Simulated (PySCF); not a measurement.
Molecule: S2C, in a box.

```
S C
1.0
    12.00000    0.00000    0.00000
     0.00000   10.00000    0.00000
     0.00000    0.00000   11.00000
S C
2 1
Direct
  0.61417 0.48650 0.56937
  0.38800 0.51770 0.43681
  0.50108 0.50210 0.50309
```

Base run:

- Program: PySCF 2.14.0
- Functional: r2SCAN0
- Dispersion: D4
- Potentials or basis: 6-31g* (all-electron)
- k mesh: 1 × 1 × 1
- Occupations: fixed
- Spin: no spin polarisation

Its results: gap between the frontier levels 6.25 eV.

Problem. The run is repeated on the same cell with these changes: functional from r2SCAN0 to LC-wPBE. What comes out?

Solution. Gap between the frontier levels 10.60 eV.

Caveats: this is a molecule in a periodic box at the Γ point, so its band gap is the HOMO-LUMO gap; the basis of atomic orbitals isn't converged, which shifts pressures, moduli and gaps.

